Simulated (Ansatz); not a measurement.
I need a projected density of states of WS₂, space group P-6m2. Use Ansatz 0.2.0 through its Python package. Use: r2SCAN, PAW, the default cutoff (500 eV here), 8×8×2 k-points, Fermi-Dirac smearing of 0.1 eV.

Input file `POSCAR_ws2`:
```text
WS2
1.0
   3.18351636    0.00000000    0.00000000
  -1.59175818    2.75700604    0.00000000
   0.00000000    0.00000000   16.95057789
W S
1 2
Direct
   0.33333333    0.66666667    0.00000000
   0.66666667    0.33333333    0.90799949
   0.66666667    0.33333333    0.09200051
```

The script, `run_pdos.py`:
```python
"""Which atoms and shells make the states of WS2."""

import warnings

import ansatz
from ase.io import read
import numpy as np


def main() -> None:
    warnings.simplefilter("ignore", ansatz.DeckWarning)

    atoms = read("POSCAR_ws2", format="vasp")
    crystal = ansatz.Crystal.from_ase(atoms)

    setup = (
        crystal.calculation()
        .scf(tolerance=1e-07)
        .kpoints(density=3.1)
        .functional(ansatz.Functional.R2SCAN)
        .occupations(ansatz.OccupationsMethod.FERMI_DIRAC)
        .scf(extra_bands=12)
        .density_of_states(projected=True, energy_step=0.1)
    )
    with warnings.catch_warnings(record=True) as caught:
        warnings.simplefilter("always")
        result = setup.run(threads=1)
    print("warnings raised:", sorted(w.category.__name__ for w in caught) or "none")
    r = result.report

    dos = result.density_of_states()
    energy = np.asarray(dos.energies_ev) - dos.fermi_ev
    curves = {}
    for site in result.projected_density_of_states().sites:
        for shell in site.shells:
            weight = sum(np.sum(curve.g_bin_mean_per_ev, axis=0) for curve in shell.curves)
            name = f"{site.species} {shell.label}"
            curves[name] = curves.get(name, 0) + weight

    print("E-EF   " + " ".join(f"{name:>8s}" for name in curves))
    for e in np.arange(-6, 4 + 0.1, 1.0):
        print(f"{e:5.1f}  " + " ".join(f"{np.interp(e, energy, g):8.3f}" for g in curves.values()))


if __name__ == "__main__":
    main()
```

```console
$ python run_pdos.py
warnings raised: ['DeckWarning', 'PlacementWarning']
E-EF       W 5S     W 6S     W 5P     W 5D     S 3S     S 3P
 -6.0     0.002    0.031    0.006    0.197    0.064    0.634
 -5.0     0.001    0.014    0.001    0.255    0.019    0.415
 -4.0     0.000    0.005    0.007    1.037    0.018    1.540
 -3.0     0.000    0.000    0.008    0.259    0.059    1.338
 -2.0     0.001    0.043    0.006    1.795    0.041    0.722
 -1.0     0.000    0.000    0.000    0.043    0.001    0.023
  0.0     0.000    0.000    0.000    0.000    0.000    0.000
  1.0     0.000    0.000    0.000    0.000    0.000    0.000
  2.0     0.001    0.052    0.002    2.556    0.088    1.590
  3.0     0.000    0.003    0.000    1.144    0.080    0.753
  4.0     0.000    0.000    0.000    1.154    0.131    1.001
```

Reading the output:
- No spin polarisation was allowed.
- Semilocal gaps usually lie well under measured ones.
- The cell holds layers, chains or clusters in vacuum, no bulk phase.
- An opening on this mesh may only mean that it misses a point where bands touch.
- Points of the mesh across the vacuum add cost only.
- The crystal has a gap of about 2.16 eV on the mesh; bins of finite width blur the band edges.
- Spin-orbit coupling, which matters for elements this heavy, is left out.
- This cell is a computed structure, which may not be the phase found in nature.
- Curves are summed over the cell's atoms. Only shells that the potentials hold have channels, so projections don't add up to the total, least of all where a shell is missing (p of most metals); heights and places of peaks move with the mesh.
- The density of states is complete only as far up as bands were computed.
- It ran for 20 s on 1 thread of Intel(R) Xeon(R) Platinum 8259CL CPU @ 2.50GHz (Skylake/Cascade Lake) (shared host), peak memory 0.71 GiB.
